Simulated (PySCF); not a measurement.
# trifluoromethylgermane (CH3F3Ge): NMR shifts at several levels of theory

How much do the NMR shifts of trifluoromethylgermane (CH3F3Ge) (`F[C](F)(F)[GeH3]`) depend on the level of theory, and what does each level cost?

Computed with PySCF 2.14.0, with density-fitted response routines of our own, on a single molecule in the gas phase. Atoms count from 0, in the outputs and in this text.

## (1) Starting geometry

8 atoms, charge 0, multiplicity 1; geometry from: PBE0-D3(BJ)/def2-SVP.

Bonds of the start (Å): F0–C1 1.34, C1–F2 1.34, C1–F3 1.34, C1–Ge4 2.00, Ge4–H5 1.53, Ge4–H6 1.53, Ge4–H7 1.53.

## (2) Nuclear shieldings: HF/pcSseg-2

What the job is given:

```
{"job": {"kind": "nmr", "xc": "HF", "basis": "pcSseg-2", "pop": false}, "charge": 0, "multiplicity": 1}
F      1.454597    -0.198543    -1.276610
C      0.987133    -0.116751    -0.023688
F      1.607010     0.912999     0.565850
F      1.365043    -1.230663     0.617741
Ge    -0.994479     0.112272     0.007619
H     -1.324868     1.367395    -0.807806
H     -1.618008    -1.140569    -0.617398
H     -1.413588     0.272466     1.473402
```

With the program's defaults for keys left out, this is: GIAO HF/pcSseg-2 NMR shielding, non-relativistic, gas phase.

Command:

```
OMP_NUM_THREADS=1 python probes_run.py task.json out
```

The driver reads the jobs from task.json and runs them one after another.

Standard output:

```text
final grid: 75176 points
cycle   1  E = -2413.2652876467  dE = -1.112e-01  |g| = 1.061e+00  |ddm| = 1.881e+00
cycle   2  E = -2413.3852010611  dE = -1.199e-01  |g| = 7.091e-01  |ddm| = 6.437e-01
cycle   3  E = -2413.4439522100  dE = -5.875e-02  |g| = 6.926e-02  |ddm| = 2.356e-01
cycle   4  E = -2413.4454682467  dE = -1.516e-03  |g| = 2.762e-02  |ddm| = 7.119e-02
cycle   5  E = -2413.4456521618  dE = -1.839e-04  |g| = 8.375e-03  |ddm| = 2.383e-02
cycle   6  E = -2413.4456693329  dE = -1.717e-05  |g| = 2.632e-03  |ddm| = 7.589e-03
cycle   7  E = -2413.4456710928  dE = -1.760e-06  |g| = 6.173e-04  |ddm| = 2.361e-03
cycle   8  E = -2413.4456712600  dE = -1.673e-07  |g| = 1.458e-04  |ddm| = 7.557e-04
cycle   9  E = -2413.4456712711  dE = -1.102e-08  |g| = 3.801e-05  |ddm| = 1.984e-04
cycle  10  E = -2413.4456712718  dE = -7.426e-10  |g| = 7.110e-06  |ddm| = 5.513e-05
converged SCF energy = -2413.4456712718

GIAO shielding tensors (ppm)
atom      isotropic    diamagn.    paramagn.     s11        s22        s33       span
  0 F      286.948     467.396    -180.448    188.761    305.120    366.963    178.202
  1 C       69.518     234.550    -165.033     61.916     62.099     84.538     22.622
  2 F      287.071     467.445    -180.374    189.217    305.584    366.413    177.196
  3 F      286.961     467.421    -180.460    188.795    305.107    366.982    178.186
  4 Ge    1689.781    2754.240   -1064.459   1669.252   1669.912   1730.178     60.926
  5 H       27.700      28.760      -1.060     21.650     23.027     38.423     16.773
  6 H       27.699      28.752      -1.054     21.651     23.012     38.433     16.783
  7 H       27.700      28.767      -1.066     21.651     23.031     38.419     16.768
```

Wall time 15 s (1 thread of Arm Neoverse V2, shared host); peak memory 1 GiB.

The references, computed at this level on geometries of the same kind, shield at (ppm): 1H TMS 31.68, 13C TMS 191.5, 19F CFCl3 245.3, 73Ge GeMe4 1493. Their shielding less the atom's gives the shift. The references are single molecules in the gas phase, so shifts against H2O, NH3, PH3, H3PO4 or CFCl3 are not on the usual liquid scales and can be off by tens of ppm. Atoms listed in one row are averaged.

```
     atoms                          environment  σ (ppm)  δ (ppm)
        C1                           CF3 carbon     69.5    122.0
H5, H6, H7  hydrogen on a germanium bonded to C    27.70     3.98
F0, F2, F3              fluorine of a CF3 group    287.0    -41.7
       Ge4           germanium bonded to C, 3 H     1690     -197
```

## (3) Nuclear shieldings: LDA/pcSseg-2

The job, as its differences from that of step 2:

```diff
@@ -1,2 +1,2 @@
-{"job": {"kind": "nmr", "xc": "HF", "basis": "pcSseg-2", "pop": false}, "charge": 0, "multiplicity": 1}
+{"job": {"kind": "nmr", "xc": "LDA", "basis": "pcSseg-2", "pop": false}, "charge": 0, "multiplicity": 1}
 F      1.454597    -0.198543    -1.276610
```

Method: GIAO LDA/pcSseg-2 NMR shielding, non-relativistic, gas phase.

Standard output:

```text
coarse grid: 35912 points
cycle   1  E = -2411.0867807369  dE = -7.273e-02  |g| = 1.545e+00  |ddm| = 2.009e+00
cycle   2  E = -2410.6865495467  dE =  4.002e-01  |g| = 2.409e+00  |ddm| = 1.066e+00
cycle   3  E = -2411.2279979622  dE = -5.414e-01  |g| = 3.393e-01  |ddm| = 8.379e-01
cycle   4  E = -2411.2441004228  dE = -1.610e-02  |g| = 1.429e-01  |ddm| = 1.674e-01
cycle   5  E = -2411.2460479434  dE = -1.948e-03  |g| = 1.964e-02  |ddm| = 4.884e-02
cycle   6  E = -2411.2461200375  dE = -7.209e-05  |g| = 3.726e-03  |ddm| = 1.834e-02
cycle   7  E = -2411.2461230912  dE = -3.054e-06  |g| = 1.421e-03  |ddm| = 3.633e-03
final grid: 75176 points
cycle   8  E = -2411.2460982148  dE =  5.295e-07  |g| = 2.195e-03  |ddm| = 2.761e-03
cycle   9  E = -2411.2460965545  dE =  1.660e-06  |g| = 3.588e-03  |ddm| = 3.889e-03
cycle  10  E = -2411.2460992137  dE = -2.659e-06  |g| = 4.959e-04  |ddm| = 2.343e-03
cycle  11  E = -2411.2460992484  dE = -3.478e-08  |g| = 3.916e-05  |ddm| = 2.069e-04
cycle  12  E = -2411.2460992487  dE = -2.801e-10  |g| = 1.513e-05  |ddm| = 3.488e-05
converged SCF energy = -2411.2460992487

GIAO shielding tensors (ppm)
atom      isotropic    diamagn.    paramagn.     s11        s22        s33       span
  0 F      208.918     468.194    -259.276    116.822    213.823    296.108    179.287
  1 C       29.139     238.779    -209.640     26.140     26.348     34.929      8.788
  2 F      208.992     468.234    -259.242    117.317    214.316    295.343    178.026
  3 F      208.928     468.218    -259.290    116.859    213.809    296.116    179.256
  4 Ge    1496.166    2757.452   -1261.286   1455.295   1455.948   1577.255    121.960
  5 H       26.304      27.665      -1.361     20.245     21.731     36.937     16.692
  6 H       26.303      27.662      -1.359     20.244     21.716     36.948     16.704
  7 H       26.305      27.670      -1.366     20.246     21.735     36.933     16.688
```

It took 24 s on 1 thread of Arm Neoverse V2, shared host; peak memory 0.9 GiB.

In short: δ C1 151.1, F0 -70.7, Ge4 -269, H5 4.47 ppm (means over like atoms).

## (4) Nuclear shieldings: PBE/pcSseg-2

The job, as its differences from that of step 3:

```diff
@@ -1,2 +1,2 @@
-{"job": {"kind": "nmr", "xc": "LDA", "basis": "pcSseg-2", "pop": false}, "charge": 0, "multiplicity": 1}
+{"job": {"kind": "nmr", "xc": "PBE", "basis": "pcSseg-2", "pop": false}, "charge": 0, "multiplicity": 1}
 F      1.454597    -0.198543    -1.276610
```

Level: GIAO PBE/pcSseg-2 NMR shielding, non-relativistic, gas phase.

Standard output:

```text
coarse grid: 35912 points
cycle   1  E = -2415.8203318710  dE = -5.536e-02  |g| = 1.493e+00  |ddm| = 1.980e+00
cycle   2  E = -2415.4027779013  dE =  4.176e-01  |g| = 2.373e+00  |ddm| = 1.108e+00
cycle   3  E = -2415.9696465538  dE = -5.669e-01  |g| = 3.090e-01  |ddm| = 8.546e-01
cycle   4  E = -2415.9827266484  dE = -1.308e-02  |g| = 1.371e-01  |ddm| = 1.512e-01
cycle   5  E = -2415.9844992505  dE = -1.773e-03  |g| = 1.599e-02  |ddm| = 4.690e-02
cycle   6  E = -2415.9845438685  dE = -4.462e-05  |g| = 3.409e-03  |ddm| = 1.458e-02
cycle   7  E = -2415.9845464555  dE = -2.587e-06  |g| = 1.160e-03  |ddm| = 3.317e-03
final grid: 75176 points
cycle   8  E = -2415.9845230025  dE =  3.096e-07  |g| = 1.766e-03  |ddm| = 2.379e-03
cycle   9  E = -2415.9845219591  dE =  1.043e-06  |g| = 2.874e-03  |ddm| = 3.168e-03
cycle  10  E = -2415.9845236460  dE = -1.687e-06  |g| = 4.121e-04  |ddm| = 1.882e-03
cycle  11  E = -2415.9845236704  dE = -2.436e-08  |g| = 2.974e-05  |ddm| = 1.832e-04
cycle  12  E = -2415.9845236705  dE = -1.519e-10  |g| = 1.271e-05  |ddm| = 2.539e-05
converged SCF energy = -2415.9845236705

GIAO shielding tensors (ppm)
atom      isotropic    diamagn.    paramagn.     s11        s22        s33       span
  0 F      215.191     468.780    -253.590    123.548    217.107    304.916    181.368
  1 C       32.734     237.682    -204.948     30.279     30.476     37.446      7.167
  2 F      215.292     468.820    -253.528    124.073    217.636    304.166    180.093
  3 F      215.200     468.808    -253.608    123.583    217.094    304.923    181.339
  4 Ge    1524.366    2757.099   -1232.734   1492.036   1492.650   1588.411     96.374
  5 H       26.960      28.502      -1.543     20.990     22.441     37.448     16.457
  6 H       26.958      28.498      -1.540     20.990     22.425     37.458     16.469
  7 H       26.960      28.508      -1.548     20.991     22.444     37.444     16.453
```

Wall time 29 s (1 thread of Arm Neoverse V2, shared host); peak memory 1 GiB.

In short: δ C1 146.7, F0 -72.3, Ge4 -254, H5 4.22 ppm (means over like atoms).

## (5) NMR shieldings: BLYP/pcSseg-2

The job, as its differences from that of step 4:

```diff
@@ -1,2 +1,2 @@
-{"job": {"kind": "nmr", "xc": "PBE", "basis": "pcSseg-2", "pop": false}, "charge": 0, "multiplicity": 1}
+{"job": {"kind": "nmr", "xc": "BLYP", "basis": "pcSseg-2", "pop": false}, "charge": 0, "multiplicity": 1}
 F      1.454597    -0.198543    -1.276610
```

Level: GIAO BLYP/pcSseg-2 NMR shielding, non-relativistic, gas phase.

Standard output:

```text
coarse grid: 35912 points
cycle   1  E = -2416.4672394143  dE = -3.835e-02  |g| = 1.557e+00  |ddm| = 1.971e+00
cycle   2  E = -2415.9695164719  dE =  4.977e-01  |g| = 2.547e+00  |ddm| = 1.195e+00
cycle   3  E = -2416.6356446333  dE = -6.661e-01  |g| = 3.287e-01  |ddm| = 9.261e-01
cycle   4  E = -2416.6501164525  dE = -1.447e-02  |g| = 1.431e-01  |ddm| = 1.557e-01
cycle   5  E = -2416.6519680850  dE = -1.852e-03  |g| = 1.688e-02  |ddm| = 4.966e-02
cycle   6  E = -2416.6520180847  dE = -5.000e-05  |g| = 3.929e-03  |ddm| = 1.586e-02
cycle   7  E = -2416.6520215588  dE = -3.474e-06  |g| = 1.287e-03  |ddm| = 3.762e-03
final grid: 75176 points
cycle   8  E = -2416.6520036628  dE =  3.760e-07  |g| = 1.951e-03  |ddm| = 2.580e-03
cycle   9  E = -2416.6520023912  dE =  1.272e-06  |g| = 3.191e-03  |ddm| = 3.479e-03
cycle  10  E = -2416.6520044334  dE = -2.042e-06  |g| = 4.393e-04  |ddm| = 2.082e-03
cycle  11  E = -2416.6520044610  dE = -2.762e-08  |g| = 3.194e-05  |ddm| = 1.924e-04
cycle  12  E = -2416.6520044612  dE = -1.983e-10  |g| = 1.294e-05  |ddm| = 2.990e-05
converged SCF energy = -2416.6520044612

GIAO shielding tensors (ppm)
atom      isotropic    diamagn.    paramagn.     s11        s22        s33       span
  0 F      215.968     469.814    -253.846    122.550    217.423    307.932    185.383
  1 C       27.172     237.206    -210.034     24.030     24.233     33.254      9.225
  2 F      216.073     469.850    -253.778    123.088    217.941    307.189    184.101
  3 F      215.976     469.842    -253.866    122.584    217.407    307.936    185.352
  4 Ge    1496.138    2756.165   -1260.027   1463.984   1464.579   1559.851     95.867
  5 H       27.167      28.496      -1.329     21.249     22.698     37.554     16.305
  6 H       27.165      28.491      -1.326     21.248     22.683     37.565     16.317
  7 H       27.168      28.501      -1.334     21.250     22.702     37.551     16.301
```

It took 29 s on 1 thread of Arm Neoverse V2, shared host; peak memory 0.92 GiB.

This run: δ C1 147.8, F0 -72.9, Ge4 -259, H5 4.21 ppm (means over like atoms).

## (6) Nuclear shieldings: BP86/pcSseg-2

The job, as its differences from that of step 5:

```diff
@@ -1,2 +1,2 @@
-{"job": {"kind": "nmr", "xc": "BLYP", "basis": "pcSseg-2", "pop": false}, "charge": 0, "multiplicity": 1}
+{"job": {"kind": "nmr", "xc": "BP86", "basis": "pcSseg-2", "pop": false}, "charge": 0, "multiplicity": 1}
 F      1.454597    -0.198543    -1.276610
```

Level: GIAO BP86/pcSseg-2 NMR shielding, non-relativistic, gas phase.

Standard output:

```text
coarse grid: 35912 points
cycle   1  E = -2416.7316783631  dE = -5.053e-02  |g| = 1.496e+00  |ddm| = 1.977e+00
cycle   2  E = -2416.3081173661  dE =  4.236e-01  |g| = 2.386e+00  |ddm| = 1.112e+00
cycle   3  E = -2416.8838252201  dE = -5.757e-01  |g| = 3.035e-01  |ddm| = 8.583e-01
cycle   4  E = -2416.8964642592  dE = -1.264e-02  |g| = 1.364e-01  |ddm| = 1.505e-01
cycle   5  E = -2416.8982242859  dE = -1.760e-03  |g| = 1.622e-02  |ddm| = 4.683e-02
cycle   6  E = -2416.8982698023  dE = -4.552e-05  |g| = 3.357e-03  |ddm| = 1.461e-02
cycle   7  E = -2416.8982724120  dE = -2.610e-06  |g| = 1.092e-03  |ddm| = 3.163e-03
final grid: 75176 points
cycle   8  E = -2416.8982582695  dE =  2.330e-07  |g| = 1.632e-03  |ddm| = 2.220e-03
cycle   9  E = -2416.8982574827  dE =  7.868e-07  |g| = 2.638e-03  |ddm| = 2.802e-03
cycle  10  E = -2416.8982588139  dE = -1.331e-06  |g| = 3.815e-04  |ddm| = 1.669e-03
cycle  11  E = -2416.8982588347  dE = -2.080e-08  |g| = 2.381e-05  |ddm| = 1.639e-04
cycle  12  E = -2416.8982588348  dE = -9.277e-11  |g| = 1.133e-05  |ddm| = 2.150e-05
converged SCF energy = -2416.8982588348

GIAO shielding tensors (ppm)
atom      isotropic    diamagn.    paramagn.     s11        s22        s33       span
  0 F      216.606     468.331    -251.725    125.442    218.598    305.778    180.337
  1 C       32.734     238.733    -206.000     30.098     30.293     37.811      7.713
  2 F      216.703     468.369    -251.666    125.961    219.116    305.031    179.069
  3 F      216.614     468.356    -251.742    125.474    218.584    305.784    180.310
  4 Ge    1512.618    2757.108   -1244.490   1481.027   1481.628   1575.199     94.172
  5 H       26.969      28.403      -1.434     21.008     22.461     37.439     16.431
  6 H       26.967      28.399      -1.432     21.007     22.445     37.449     16.442
  7 H       26.969      28.409      -1.439     21.008     22.465     37.435     16.427
```

Wall time 29 s (1 thread of Arm Neoverse V2, shared host); peak memory 0.85 GiB.

In short: δ C1 146.4, F0 -72.7, Ge4 -254, H5 4.27 ppm (means over like atoms).

(Part 1 of 2 ends here.)
